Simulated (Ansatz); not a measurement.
A run of Ansatz 0.2.0 is set up as follows.

The input input.yaml:

```yaml
crystal:
  lattice:
    - [-2.025333, 2.025333, 4.0566]
    - [2.025333, -2.025333, 4.0566]
    - [2.025333, 2.025333, -4.0566]
  atoms:
    - { symbol: Au, position: [0.0, 0.0, 0.0] }
    - { symbol: Al, position: [0.5, 0.5, 0.0] }
    - { symbol: Al, position: [0.25, 0.75, 0.5] }
    - { symbol: Al, position: [0.75, 0.25, 0.5] }
kpoints:
  mp_grid: { grid: [9, 9, 9] }
  band_path:
    path:
      - [0.0, 0.0, 0.0]
      - [0.0, 0.0, 0.5]
      - [-0.1246345671, 0.1246345671, 0.5]
      - [-0.3123172836, 0.3123172836, 0.3123172836]
      - [0.0, 0.0, 0.0]
      - [0.5, 0.5, -0.5]
      - [0.3123172836, 0.6876827164, -0.3123172836]
      - [0.0, 0.5, 0.0]
    npoints: 10
scf:
  occupations: { method: fermi_dirac, width: 0.05 }
hamiltonian:
  xc: pbesol
  pseudopotentials: { kind: all_electron, lapw: { basis_error: 0.002 } }
output:
  forces: true
  stress: true
  eigenvalues: true
```

Potentials or basis: all-electron LAPW, scalar-relativistic.

Launch:

```console
$ ansatz run input.yaml --threads 2 --pin off --max-ram 8192MiB --backend cpu --events-out ev --progress --plain --runs-dir out
```

Task: Estimate the band gap along the path.

Result: None (metal or under the smearing width).

Task: Predict the pressure.

Result: -2.6 GPa.

Stress tensor (GPa, compression positive):
```
-2.46  0.00  0.00
 0.00 -2.46  0.00
 0.00  0.00 -2.92
```

Caveat: spin-orbit coupling is left out, which moves the levels of the heavy elements.
